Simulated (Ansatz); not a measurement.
# SbH₂+ (singlet): wave-function methods side by side at angle H2–Sb1–H3 = 139.4°, def2-SVP

How much of the correlation energy of SbH₂+ (singlet) does each wave-function method recover here?

Method: def2-SVP, core rule «outside noble gas», up to 9 orbitals frozen; program: Ansatz 0.2.0, Gaussian basis.

The runs, in order: UHF; CCSD(T) on RHF; CCSD(T) on UHF; BCCD(T) on RHF; CISD; CCSDT(Q) on RHF; CCSDT(Q) on UHF; CCSDTQ on RHF; CASSCF and MRCISD+Q, 2 electrons in 2 orbitals; CASSCF and NEVPT2, 2 electrons in 2 orbitals; CASSCF and MRCISD+Q, 6 electrons in 6 orbitals; CASSCF and MRCISD+Q(relaxed), 6 electrons in 6 orbitals; CASSCF and NEVPT2, 6 electrons in 6 orbitals; Full CI.

12 further runs of the same task are left out: 10 that didn't finish, 2 set aside as unsound or not needed.

### Step 1. The geometry

The geometry derives from a PBE0/def2-TZVP stationary point (not a proven minimum). One angle is set to the value named; bond lengths are kept. No spin-orbit coupling is included. Elements past krypton take def2 core potentials.

3 atoms, charge 1, spin multiplicity 1.

Atoms are counted from 1 here; the program's logs count them from 0.

Bond lengths: Sb1–H2 1.709 Å, Sb1–H3 1.709 Å. Angles: H2–Sb1–H3 139.4°.

### Step 2. UHF

in.yaml reads:

```yaml
crystal:
  periodic: [false, false, false]
  atoms:
    - {symbol: Sb, position_ang: [0.000000, -0.009654, 0.000000]}
    - {symbol: H, position_ang: [0.000000, 0.583082, -1.602412]}
    - {symbol: H, position_ang: [0.000000, 0.583107, 1.602403]}
basis:
  gaussian: {orbitals: def2-SVP}
total_charge: 1
magnetization: {spin_polarized: true, initial_magnetization: 0}
hamiltonian: {xc: hf}
output: {orbitals: {seedname: orbitals}}
```

On the command line:

```console
ansatz run in.yaml --threads 1 --pin off --events-out ev --progress --plain --max-ram 2393MiB
```

Further steps of the session: CCSD(T) on RHF; CCSD(T) on UHF; BCCD(T) on RHF; CISD; CCSDT(Q) on RHF; CCSDT(Q) on UHF; CCSDTQ on RHF; CASSCF and MRCISD+Q, 2 electrons in 2 orbitals; CASSCF and NEVPT2, 2 electrons in 2 orbitals; CASSCF and MRCISD+Q, 6 electrons in 6 orbitals; CASSCF and MRCISD+Q(relaxed), 6 electrons in 6 orbitals; CASSCF and NEVPT2, 6 electrons in 6 orbitals; Full CI.

Before running them: what should the planned runs give, taken together? Wanted: FCI below the RHF energy; RMP2 from FCI; RCCSD from FCI; RCCSD(T) from FCI; RCCSDT(Q) from FCI; MRCISD+Q pair from FCI; NEVPT2 valence from FCI; MRCISD+Q valence from FCI; T1 diagnostic.

The runs gave:

| quantity | value |
| --- | --- |
| FCI below the RHF energy | -3.0270 eV |
| RMP2 from FCI | +81.0 kJ/mol |
| RCCSD from FCI | +8.4 kJ/mol |
| RCCSD(T) from FCI | +2.2 kJ/mol |
| RCCSDT(Q) from FCI | +0.1 kJ/mol |
| MRCISD+Q pair from FCI | -3.3 kJ/mol |
| NEVPT2 valence from FCI | +39.6 kJ/mol |
| MRCISD+Q valence from FCI | +0.2 kJ/mol |
| levels within 1 kcal/mol (43 meV) | RCCSD(T), BCCD(T), RCCSDT, RCCSDT(Q), RCCSDTQ, MRCISD+Q pair, MRCISD+Q valence, MRCISD+Q(relaxed) valence |
| T1 diagnostic | 0.016 |
| effectively unpaired electrons | 0.13 |

RCCSD(T) lands +2.2 kJ/mol from the yardstick (0.8 % of the correlation energy). MRCISD+Q pair, MRCISD+Q(relaxed) valence fall below full CI: the +Q correction isn't variational, and the cores differ from full CI's. One determinant dominates. Of the multireference levels listed MRCISD+Q valence comes nearest in total energy (+0.2 kJ/mol), which doesn't show that its space is the better one. These misses are within one basis, not against nature.
